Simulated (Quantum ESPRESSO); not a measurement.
**B3Pd in Quantum ESPRESSO: the effect of dispersion**

B3Pd:

```
CELL_PARAMETERS angstrom
0.00000 2.61768 2.61768
2.61768 0.00000 2.61768
2.61768 2.61768 0.00000
ATOMIC_POSITIONS crystal
B 0.00000 0.00000 0.00000
B 0.25000 0.25000 0.25000
B 0.75000 0.75000 0.75000
Pd 0.50000 0.50000 0.50000
```

The cell was built by a generator and needn't be a form met in nature.

Alike in all runs:

```yaml
Program: Quantum ESPRESSO 7.5
Task: phonons
Potentials_or_basis: GBRV 1.5 PBE
Cutoff: 612 eV
Density_cutoff: 4898 eV
k_mesh: 6 × 6 × 6
Occupations: cold, width 0.2 eV
Spin: no spin polarisation
```

Each run relaxes the cell or the atoms first.

```tsv
dispersion	functional	relaxed volume (Å³/atom)	highest phonon frequency (cm⁻¹)
none	PBE	9.03	83
D2	PBE	8.57	133
D3(BJ) two-body	PBE	8.77	123
rVV10	rPW86PBE	9.23	101
rev-vdW-DF2	rev-vdW-DF2	?	?
```

Q: What does the run with dispersion rev-vdW-DF2 give?

A: Relaxed volume 9.04 Å³/atom; highest phonon frequency 77 cm⁻¹.

Caveats: the mesh is thin for the phonons of a metal; some modes are imaginary; pairwise dispersion overbinds metals, which lowers pressure and volume (some runs); the potentials were made for another functional, which shifts forces and pressure (some runs).
